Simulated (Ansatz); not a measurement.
# BLYP/STO-3G run of HOF (hypofluorous acid)

Aim: the electronic atomisation energy of HOF (hypofluorous acid) at BLYP/STO-3G, from 4 runs. 

Program for the calculation: Ansatz 0.2.0.

55 further runs of the same task are left out: 1 that didn't finish, 54 set aside as unsound or not needed.

### Step 1. The system as given

HOF: 3 atoms, total charge 0, spin state singlet. SMILES: `OF`. The shape is that of a PBE0-D4/def2-TZVP optimisation.

Bond lengths: O1–F2 1.406 Å, O1–H3 0.969 Å. Angles: F2–O1–H3 99.1°.

### Step 2. A single-point energy at BLYP/STO-3G

The input, run.yaml:

```yaml
basis:
  gaussian:
    orbitals: STO-3G
crystal:
  periodic: [false, false, false]
  atoms:
    - {symbol: O, position_ang: [0.430590, -0.210340, 0.216330]}
    - {symbol: F, position_ang: [-0.221910, 1.014620, -0.010980]}
    - {symbol: H, position_ang: [-0.208690, -0.804280, -0.205350]}
hamiltonian:
  xc: {name: BLYP}
accuracy: high
```

Run with:

```
$ ansatz run run.yaml --threads 1 --pin off --max-ram 3480MiB --events-out events.jsonl --progress --plain --runs-dir runs
```

Standard output:

```text
Warning: RAYON_NUM_THREADS=1 ignored (pool sized by the plan → 1); use --threads N
Functional definition: BLYP
  name "BLYP"
  parameter beta = 0.0042
  parameter a = 0.04918
  parameter b = 0.132
  parameter c = 0.2533
  parameter d = 0.349
  exchange = b88_x(beta = beta)
  correlation = lyp_c(a = a, b = b, c = c, d = d)
168 factors; integrals over basis functions are off by at most 4.3e-8 eV
mean field evaluation 1: about -4707.5033 eV, gradient 7.8e0 eV
mean field evaluation 2: about -4707.5082 eV, gradient 8.7e0 eV
mean field evaluation 4: about -4707.7402 eV, gradient 2.3e-1 eV
mean field evaluation 8: about -4707.7039 eV, gradient 2.6e-3 eV
mean field evaluation 16: about -4707.7039 eV, gradient 5.7e-8 eV
mean field -4707.70393367 eV, -173.0049285659 hartree, gradient 5.7e-8 eV, S^2 0.000000; 0 other end points of the search recorded, 0 dependent functions left out
reference -4707.70395494 eV, -173.0049293476 hartree; 9, 9 occupied and 2, 2 virtual orbitals, 168 factors
Total energy: -4707.70395494 eV, -173.0049293476 hartree
```

Wall time 0.44 s (1 thread of Arm Neoverse V1, shared host).

### Step 3. The F atom at the same level

The input, in.yaml:

```yaml
crystal:
  periodic: [false, false, false]
  atoms:
    - {symbol: F, position_ang: [0.000000, 0.000000, 0.000000]}
basis:
  gaussian:
    orbitals: STO-3G
magnetization:
  spin_polarized: true
  initial_magnetization: 1
accuracy: high
hamiltonian:
  xc: {name: BLYP}
```

Run the same way, it converges to -98.23564 Eh (log not shown).

### Step 4. The H atom, same level

The input, input.yaml:

```yaml
basis:
  gaussian:
    orbitals: STO-3G
crystal:
  periodic: [false, false, false]
  atoms:
    - {symbol: H, position_ang: [0.000000, 0.000000, 0.000000]}
magnetization:
  spin_polarized: true
  initial_magnetization: 1
hamiltonian:
  xc: {name: BLYP}
accuracy: high
```

Run the same way, it converges to -0.46274 Eh (log not shown).

### Step 5. The O atom

The input, molecule.yaml:

```yaml
crystal:
  periodic: [false, false, false]
  atoms:
    - {symbol: O, position_ang: [0.000000, 0.000000, 0.000000]}
basis:
  gaussian: {orbitals: STO-3G}
magnetization: {spin_polarized: true, initial_magnetization: 2}
hamiltonian: {xc: {name: BLYP}}
accuracy: high
```

Run the same way, it converges to -74.00713 Eh (log not shown).

### Step 6. Summary of results

At BLYP/STO-3G:

| quantity | value |
| --- | --- |
| molecule: total energy | -173.00493 Eh |
| F atom: total energy | -98.23564 Eh |
| F atom: ⟨S²⟩ | 0.750 |
| H atom: total energy | -0.46274 Eh |
| H atom: ⟨S²⟩ | 0.750 |
| O atom: total energy | -74.00713 Eh |
| O atom: ⟨S²⟩ | 2.000 |
| electronic atomisation energy | 8.148 eV |

Taking the molecule apart into free atoms costs 8.15 eV (188 kcal/mol), before zero-point energy and without spin-orbit coupling. In a minimal basis such a difference can be off by several eV, whatever the method.
